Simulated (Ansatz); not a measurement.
# GeH2Br2: how energies converge with the basis set

One table from this session's results is given with a row withheld; the runs are named, their logs left out.

Program: Ansatz 0.2.0, Gaussian basis. Level of theory: one geometry, several basis sets. These are calculated values, not measurements.

The runs, in order: PBE0-D4/def2-SVP; ωB97M-V/def2-SVP; PBE0-D4/def2-QZVPP; ωB97M-V/def2-QZVPP; the functionals' def2-TZVPP values are taken from earlier runs.

## The relaxed structure

An earlier PBE0-D4 in a triple-zeta def2 set relaxation fixed the geometry.

SMILES `[Br][GeH2][Br]`, 5 atoms, charge 0, spin multiplicity 1.

Atoms are counted from 1 here; the program's logs count them from 0.

Bond lengths: Br1–Ge2 2.295 Å, Ge2–Br3 2.295 Å, Ge2–H4 1.529 Å, Ge2–H5 1.529 Å. Angles: Br1–Ge2–Br3 109.1°, Br1–Ge2–H4 108.1°, Br1–Ge2–H5 108.1°, Br3–Ge2–H4 108.1°, Br3–Ge2–H5 108.1°, H4–Ge2–H5 115.1°.

Set-up of the first run:

in.yaml reads:

```yaml
crystal:
  periodic: [false, false, false]
  atoms:
    - {symbol: Br, position_ang: [-0.832853, 0.417492, 1.958691]}
    - {symbol: Ge, position_ang: [-0.101294, 0.007794, -0.177726]}
    - {symbol: Br, position_ang: [2.082003, -0.695694, -0.102870]}
    - {symbol: H, position_ang: [-0.151423, 1.321903, -0.958176]}
    - {symbol: H, position_ang: [-0.946633, -1.125094, -0.761218]}
basis:
  gaussian: {orbitals: def2-SVP}
hamiltonian: {xc: pbe0, dispersion: d4}
output: {orbitals: {seedname: orbitals}}
```

On the command line:

```bash
ansatz run in.yaml --threads 2 --pin off --events-out ev --progress --plain --max-ram 32768MiB --backend cpu
```

Among the steps run: PBE0-D4 in def2-SVP; ωB97M-V in def2-SVP; PBE0-D4 in def2-QZVPP; ωB97M-V in def2-QZVPP.

One of the session's tables, all rows but one given; the rest of the session is left out.

```
functional       basis  HOMO (eV)
   PBE0-D4    def2-SVP      -8.39
   PBE0-D4  def2-TZVPP      -8.52
   PBE0-D4  def2-QZVPP      -8.52
   ωB97M-V    def2-SVP     -10.54
   ωB97M-V  def2-TZVPP     -10.69
   ωB97M-V  def2-QZVPP          ?
```

Estimate the missing values for ωB97M-V, def2-QZVPP.

The run gave: HOMO (eV): -10.70. In the column «HOMO (eV)» it is the lowest.
